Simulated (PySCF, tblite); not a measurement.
# C₄H₁₁ClP₂Si: geometry, infrared bands and NMR shifts

What infrared bands and NMR shifts should C₄H₁₁ClP₂Si (`C=C(C)C[Si](P)(P)Cl`) show?

The runs use tblite 0.8.0 and PySCF 2.14.0, with density-fitted response routines of our own; the level of theory stands in each step. All values are computed, except where a source is named. Atoms count from 0, in the outputs and in this text.

### 1 The starting structure

19 atoms, charge 0, multiplicity 1; geometry from: force field or distance geometry start.

Bonds of the start (Å): C0–C1 1.35, C1–C2 1.49, C1–C3 1.48, C3–Si4 1.82, Si4–P5 2.19, Si4–P6 2.23, Si4–Cl7 2.10, C0–H8 1.08, C0–H9 1.11, C2–H10 1.11, C2–H11 1.12, C2–H12 1.09, C3–H13 1.13, C3–H14 1.14, P5–H15 1.46, P5–H16 1.45, P6–H17 1.47, P6–H18 1.46.

### 2 Optimising the geometry with GFN2-xTB

What the job is given:

```
{"job": {"kind": "relax", "xc": "GFN2-xTB", "basis": "xTB"}, "charge": 0, "multiplicity": 1}
C     -2.261300     0.218900     1.125100
C     -1.446100    -0.342200     0.212100
C     -2.003800    -0.672400    -1.125400
C     -0.036500    -0.624400     0.556200
Si     1.236100     0.195500    -0.461900
P      1.253400     2.386100    -0.335600
P      3.202900    -0.485900     0.334800
Cl     1.118700    -0.422800    -2.469500
H     -1.931100     0.481200     2.122000
H     -3.306400     0.404800     0.808500
H     -2.230200    -1.748400    -1.245100
H     -2.984300    -0.127400    -1.172700
H     -1.387300    -0.282900    -1.936600
H      0.207500    -1.719900     0.650500
H      0.090800    -0.210400     1.610200
H      2.486600     2.907400    -0.918700
H      1.300800     2.762300     1.068100
H      2.971200    -1.115300     1.647500
H      3.709100    -1.594900    -0.476900
```

The run is started by

```
$ OMP_NUM_THREADS=1 python probes_run.py task.json out
```

One launch serves the whole session: the jobs run in the order shown.

**Question.** This job is followed by: GFN2-xTB harmonic vibrations, gas phase; GIAO PBE0/pcSseg-1 NMR shielding, non-relativistic, gas phase. What will the session give for the following? strongest single infrared mode (GFN2-xTB); zero-point energy (GFN2-xTB); 13C shifts against TMS (PBE0/pcSseg-1); 1H shifts against TMS (PBE0/pcSseg-1, means over atoms taken as alike); 29Si shifts against TMS (PBE0/pcSseg-1); 31P shifts against H3PO4 (PBE0/pcSseg-1, means over atoms taken as alike); 35Cl shifts against HCl (PBE0/pcSseg-1); surface potential, 1st and 99th percentile.

As calculated:

```
                                                                 quantity                             value
                                strongest single infrared mode (GFN2-xTB)             2368 cm⁻¹, 172 km/mol
                                             zero-point energy (GFN2-xTB)                     84.2 kcal/mol
                                   13C shifts against TMS (PBE0/pcSseg-1)      152.8, 118.4, 42.9, 27.7 ppm
   1H shifts against TMS (PBE0/pcSseg-1, means over atoms taken as alike)  5.11, 4.67, 2.05, 1.92, 1.34 ppm
                                  29Si shifts against TMS (PBE0/pcSseg-1)                          51.9 ppm
31P shifts against H3PO4 (PBE0/pcSseg-1, means over atoms taken as alike)                        -257.1 ppm
                                  35Cl shifts against HCl (PBE0/pcSseg-1)                            38 ppm
                                    surface potential, 1st and 99th percentile                -0.86 V and 1.06 V
```

The optimisation took 166 steps and gained 1.505 eV; among the close pairs (by a distance rule), C3–Si4 changed most, from 1.824 to 1.935 Å. All 51 modes are real, so the xTB geometry is a minimum. The strongest single mode, at 2368 cm⁻¹, is carried by H18, H17, H16, H15. GFN2-xTB is a fitted tight-binding method: band positions and strengths are rough. Its intensities can rank the bands wrongly. C1 (fully substituted alkene carbon) lies farthest downfield among carbon, at 152.8 ppm; as expected for a trigonal carbon in a double bond. At PBE0/pcSseg-1: The largest span, 251 ppm, is at C1, where the paramagnetic term is -229 ppm. At PBE0/pcSseg-1, counted by nearest atom on the grid, the HOMO lies on C0 31 %; C1 20 %, the LUMO on Si4 19 %; P6 17 %.
